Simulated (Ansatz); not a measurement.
# CH7BN2: the cost of one run

Program: Ansatz 0.2.0, Gaussian basis. Level of theory: the settings change from run to run. These are calculated values, not measurements.

### Step 1. The relaxed structure

The structure was relaxed beforehand with PBE0-D4 in a triple-zeta def2 set.

11 atoms, charge 0, spin multiplicity 1.

Atoms are counted from 1 here; the program's logs count them from 0.

Bond lengths: B1–C2 1.565 Å, B1–N3 1.602 Å, B1–H5 1.200 Å, B1–H6 1.199 Å, C2–N3 1.521 Å, C2–N4 1.416 Å, C2–H7 1.088 Å, N3–H8 1.010 Å, N3–H9 1.009 Å, N4–H10 1.009 Å, N4–H11 1.008 Å. Angles: C2–B1–N3 57.4°, C2–B1–H5 117.7°, C2–B1–H6 119.1°, N3–B1–H5 112.6°, N3–B1–H6 113.1°, H5–B1–H6 119.9°, B1–C2–N3 62.5°, B1–C2–N4 121.8°, B1–C2–H7 120.0°, N3–C2–N4 112.0°, N3–C2–H7 109.1°, N4–C2–H7 116.0°, B1–N3–C2 60.1°, B1–N3–H8 119.4°, B1–N3–H9 122.0°, C2–N3–H8 111.9°, C2–N3–H9 118.0°, H8–N3–H9 113.8° and more.

Geometry (Å):

```xyz
11
CH7BN2
B    -1.0832    0.5807    0.1499
C     0.4410    0.3265   -0.0986
N    -0.2249   -0.4458    1.0301
N     0.8965   -0.5283   -1.1309
H    -1.8663    0.0260   -0.5713
H    -1.4190    1.5566    0.7600
H     1.1816    1.0039    0.3215
H    -0.2774   -1.4344    0.8307
H     0.0541   -0.2359    1.9763
H     1.8992   -0.5778   -1.2282
H     0.4639   -0.3285   -2.0188
```

### Step 2. wPBEh/def2-TZVPD

Options: charge +1, multiplicity 2.

in.yaml

```yaml
crystal:
  periodic: [false, false, false]
  atoms:
    - {symbol: B, position_ang: [-1.083212, 0.580738, 0.149895]}
    - {symbol: C, position_ang: [0.440969, 0.326478, -0.098620]}
    - {symbol: N, position_ang: [-0.224912, -0.445841, 1.030120]}
    - {symbol: N, position_ang: [0.896506, -0.528338, -1.130943]}
    - {symbol: H, position_ang: [-1.866350, 0.025997, -0.571252]}
    - {symbol: H, position_ang: [-1.419042, 1.556601, 0.759960]}
    - {symbol: H, position_ang: [1.181634, 1.003902, 0.321466]}
    - {symbol: H, position_ang: [-0.277393, -1.434361, 0.830673]}
    - {symbol: H, position_ang: [0.054138, -0.235944, 1.976330]}
    - {symbol: H, position_ang: [1.899204, -0.577802, -1.228212]}
    - {symbol: H, position_ang: [0.463858, -0.328528, -2.018817]}
basis:
  gaussian: {orbitals: def2-TZVPD}
total_charge: 1
magnetization: {spin_polarized: true, initial_magnetization: 1}
hamiltonian: {xc: {name: wPBEh}}
```

Command:

```sh
$ ansatz run in.yaml --threads 2 --pin off --events-out ev --progress --plain --max-ram 4352MiB
```

**Question.** How long does this run take on 2 threads of Arm Neoverse V1, shared host, and how much memory does it need?

About 13 s, with a peak of 0.55 GiB.
